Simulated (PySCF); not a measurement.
# C6H5NO3: the cost of one run

Programs: PySCF 2.14.0, with routines of our own; each step states its level. All values are computed. Atoms count from 0.

## (1) The starting structure

15 atoms, charge 0, multiplicity 1; geometry from: GFN2-xTB.

## (2) Magnetic properties: GIAO B3LYP/pcSseg-1

Job settings and geometry (Å):

```
{"job": {"kind": "mag", "xc": "B3LYP", "basis": "pcSseg-1", "isotopologues": 0}, "charge": 0, "multiplicity": 1}
C      2.713091     1.292500     0.637529
C      2.189112     0.253229     0.359093
C      1.484158    -0.953014    -0.042704
N      0.395222    -0.678249    -0.973270
C     -0.785554    -0.196433    -0.488631
C     -1.792847     0.489962    -1.059654
O     -2.809625     0.610233    -0.126172
C     -2.402043     0.006216     0.993855
O     -3.010538    -0.085561     2.010728
O     -1.150507    -0.502332     0.796634
H      3.195351     2.182819     0.912823
H      1.059031    -1.440719     0.838375
H      2.177582    -1.642641    -0.533698
H      0.682161    -0.239049    -1.837237
H     -1.949009     0.911029    -2.026550
```

Level: GIAO B3LYP/pcSseg-1 magnetisability, rotational g tensor and spin-rotation constants, non-relativistic, gas phase.

The run is started by

```
$ OMP_NUM_THREADS=1 python excited_run.py task.json out
```

The driver reads the jobs from task.json and runs them one after another.

**Question.** How long does this first job take on 1 thread of Arm Neoverse V1, shared host, and how much memory does it need?

About 34 s, with a peak of 0.94 GiB.
